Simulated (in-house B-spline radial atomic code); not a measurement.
**Dy¹⁹⁺: ionisation energy by several methods**

Wanted: one ionisation energy, Dy¹⁹⁺ to configuration [Kr] 4d10, up the ladder of functionals.

Method: Dirac-Coulomb, several functionals; spherical all-electron atom at the radial basis limit. Code: in-house B-spline radial atomic code version 1.

## Step 1: Starting point

```
element       : dysprosium (Z = 66)
charge        : +19
electrons     : 47
configuration : [Kr] 4d10 4f1
nucleus       : Fermi, rms radius 5.222 fm
```

Outer shells as boxes (Hund's rule):

[Kr] 4d10 4f1
```
[Kr] core
4d [↑↓][↑↓][↑↓][↑↓][↑↓]
4f [↑ ][  ][  ][  ][  ][  ][  ]
```

The boxes only draw the filling; these runs are spin-restricted and spherical.

## Step 2: AM05, a GGA

The run's settings:

```ini
Z = 66
electrons = 47.0
configuration = [Kr] 4d10 4f1
hamiltonian = dirac
method = am05
spin_polarised = False
nucleus = fermi
rms_radius = 5.2218
mass_number = 164
atomic_mass = 163.929180819
speed_of_light = 137.035999084
```

## Step 3: LDA (PW92)

Settings: those of step 2 with these lines changed.

```diff
@@ -4,3 +4,3 @@
 hamiltonian = dirac
-method = am05
+method = lda,pw
 spin_polarised = False
```

## Step 4: OLYP, a GGA

Settings: those of step 3 with these lines changed.

```diff
@@ -4,3 +4,3 @@
 hamiltonian = dirac
-method = lda,pw
+method = optx,lyp
 spin_polarised = False
```

The tabulated ionisation energy is 464.9 ± 2.5 eV (tabulated theoretical; NIST Atomic Spectra Database). What does each method give, and which comes nearest?

As calculated:

| method | rung | total energy (hartree) | ΔSCF (eV) | with Breit, QED, recoil (eV) | −ε highest (eV) | corrected ΔSCF less tabulated (eV) |
| --- | --- | --- | --- | --- | --- | --- |
| LDA (PW92) | LDA | -12030.7049 | 469.47 | 469.60 | 449.13 (4f7/2) | +4.70 |
| AM05 | GGA | -12031.2683 | 469.16 | 469.28 | 448.81 (4f7/2) | +4.38 |
| OLYP | GGA | -12043.0976 | 470.48 | 470.60 | 450.11 (4f7/2) | +5.70 |

**Reading.** The tabulated ionisation energy is 464.9 ± 2.5 eV (tabulated theoretical; NIST Atomic Spectra Database). AM05 comes nearest (+4.38 eV) and OLYP is farthest (+5.70 eV, 1.2 %). All methods miss on the same side by much the same amount, which points to something that they share. Open shells are averaged (over orientations, and over spins where the run is restricted), while tables refer to the lowest levels. For the semilocal functionals minus the highest level recovers only 96 % of their own ΔSCF value, a mark of self-interaction.

Members of this set that are not shown: 1 used exact exchange with fractional occupations of an open shell, which is unsound here.
